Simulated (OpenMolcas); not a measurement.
# Pd⁴⁺ among point charges: CASSCF and CASPT2 levels and susceptibility

Aim: the splitting of the states of Pd⁴⁺ in the field of 3 point charges, its lowest levels with spin-orbit coupling and its magnetic susceptibility.

The numbers are computed with OpenMolcas 26.06 (state-averaged CASSCF and CASPT2, spin-orbit coupling by RASSI with atomic mean-field integrals), except any that are marked as measured or tabulated.

## Step 1: Starting point

- Species: Pd⁴⁺ (palladium, Z = 46, 42 electrons)
- Basis: ANO-RCC-VDZP [6s5p3d1f], 43 functions
- Scalar Hamiltonian: DKH2, point nucleus
- Inactive shells: 1s 2s 2p 3s 3p 3d 4s 4p
- Active space: 6 electrons in 5 orbitals (4d)
- Some configurations of this space: 4d6
- Orbitals: optimised for each spin and parity, averaged over all roots

The outer shells:

4d6
```
4d [↑↓][↑ ][↑ ][↑ ][↑ ]
```

The ion sits among 3 point charges of -2 e arranged as a planar triangle (D3h), 2.22 Å from the ion.

The work runs as a chain of OpenMolcas steps in one folder; each step below is one input file. Labels, J, g values, rates, χT and fits are worked out afterwards by a script from the matrices that RASSI stores.

## Step 2: One- and two-electron integrals

The input, a.inp:

```
&GATEWAY
Coord
1

Pd 0.0 0.0 0.0
Basis=ANO-RCC-VDZP
Group=NoSym
NoMove
AngMom=0.0 0.0 0.0
AMFI
XField
3 Angstrom 0
2.220000 0.000000 0.000000 -2.000000
-1.110000 1.922576 0.000000 -2.000000
-1.110000 -1.922576 0.000000 -2.000000
&SEWARD
```

Run with:

```
> OMP_NUM_THREADS=1 MOLCAS_MEM=1689 MOLCAS_PROJECT=a pymolcas a.inp > a.log
```

## Step 3: CASSCF: quintets, 5 roots

The input, a.inp:

```
&RASSCF
FileOrb=start.orb
Symmetry=1
Spin=5
nActEl=6 0 0
Inactive=18
Ras2=5
CIRoot=5 5 1
SDav=5
CIMx=300
Iter=120 100
PrWF=0.3
OrbListing=Nothing
MaxOrb=0
>>> COPY $Project.JobIph JOB001
```

start.orb holds the contracted functions of the basis, ordered by shell, or the orbitals of the step before.

## Step 4: Reference wave functions, triplets, 45 roots

The input, a.inp:

```
&RASSCF
FileOrb=start.orb
Symmetry=1
Spin=3
nActEl=6 0 0
Inactive=18
Ras2=5
CIRoot=45 45 1
SDav=45
CIMx=300
Iter=120 100
PrWF=0.3
OrbListing=Nothing
MaxOrb=0
>>> COPY $Project.JobIph JOB002
```

## Step 5: Reference wave functions, singlets, 50 roots

The input, a.inp:

```
&RASSCF
FileOrb=start.orb
Symmetry=1
Spin=1
nActEl=6 0 0
Inactive=18
Ras2=5
CIRoot=50 50 1
SDav=50
CIMx=300
Iter=120 100
PrWF=0.3
OrbListing=Nothing
MaxOrb=0
>>> COPY $Project.JobIph JOB003
```

## Step 6: State interaction with spin-orbit coupling

The input, a.inp:

```
&RASSI
NrOfJobIphs=3 5 45 50
1 2 3 4 5
1 2 3 4 5 6 7 8 9 10 11 12 13 14 15 16 17 18 19 20 21 22 23 24 25 26 27
28 29 30 31 32 33 34 35 36 37 38 39 40 41 42 43 44 45
1 2 3 4 5 6 7 8 9 10 11 12 13 14 15 16 17 18 19 20 21 22 23 24 25 26 27
28 29 30 31 32 33 34 35 36 37 38 39 40 41 42 43 44 45 46 47 48 49 50
IphNames
JOB001
JOB002
JOB003
EJob
SpinOrbit
DIPRint=1.0
SOCoupling=1000.0
Subsets=2
Property=9
'ANGMOM' 1 'ANGMOM' 2 'ANGMOM' 3 'MLTPL  1' 1 'MLTPL  1' 2 'MLTPL  1' 3
'AMFI' 1 'AMFI' 2 'AMFI' 3
SOProperty=3
'ANGMOM' 1 'ANGMOM' 2 'ANGMOM' 3
```

## Step 7: CASPT2: IPEA 0.25, imaginary shift 0.1 (closed shells correlated: 4s 4p)

The input, a.inp:

```
>>> COPY JOB001 $Project.JobIph
&CASPT2
Multistate=5 1 2 3 4 5
NoMult
Frozen=14
IPEA=0.25
Imaginary=0.1
MaxIter=60
WThr=0.0 0.3 0.05
PrWF=0.5
NoMix
>>> COPY JOB002 $Project.JobIph
&CASPT2
Multistate=45 1 2 3 4 5 6 7 8 9 10 11 12 13 14 15 16 17 18 19 20 21 22
23 24 25 26 27 28 29 30 31 32 33 34 35 36 37 38 39 40 41 42 43 44 45
NoMult
Frozen=14
IPEA=0.25
Imaginary=0.1
MaxIter=60
WThr=0.0 0.3 0.05
PrWF=0.5
NoMix
>>> COPY JOB003 $Project.JobIph
&CASPT2
Multistate=50 1 2 3 4 5 6 7 8 9 10 11 12 13 14 15 16 17 18 19 20 21 22
23 24 25 26 27 28 29 30 31 32 33 34 35 36 37 38 39 40 41 42 43 44 45 46
47 48 49 50
NoMult
Frozen=14
IPEA=0.25
Imaginary=0.1
MaxIter=60
WThr=0.0 0.3 0.05
PrWF=0.5
NoMix
```

(Steps that only read results are left out.)

Q: Predict the outcome of this session. Wanted: spin-free ground state; first state of the same spin within the active space; lowest level; next level.

The runs gave:

| quantity | value |
| --- | --- |
| method | SS-CASPT2, IPEA 0.25, imaginary shift 0.1 (closed shells correlated: 4s 4p) |
| spin-free ground state | 5A1, 1-fold in its orbital part |
| first state of the same spin within the active space | 5E at 1610 cm⁻¹ |
| lowest level | 1-fold A1 |
| next level | 131.1 cm⁻¹ |
| χT at 300 K | 4.81 cm³ K/mol |
| effective moment at 300 K | 6.20 μB |

Cost by method:

```
                                              method  time of its own steps  time with the reference
                                           A. CASSCF                   25 s                     25 s
B. SS-CASPT2, IPEA 0.25, imaginary shift 0.1, +4s 4p                  9.4 s                     35 s
```

Times are of one thread on a shared host.

In words: The spin-free ground state (5A1) comes to 100 % from free-ion D terms and keeps the highest spin of the shell. χT at 300 K is 4.81, against 3.01 cm³ K/mol for the spin alone, so orbital moment adds to it. An active space of the d shell alone favours high spin; real ions in strong fields can be low spin. CASPT2 does not keep the components of a term degenerate, and the means are used. The field of point charges can differ much from that of real complexes. With metal d orbitals alone active, the gaps between spin states are rough; where two lie within a few thousand cm-1, their order is open. Point charges carry no covalency, so the field is a model and not that of real ligands.
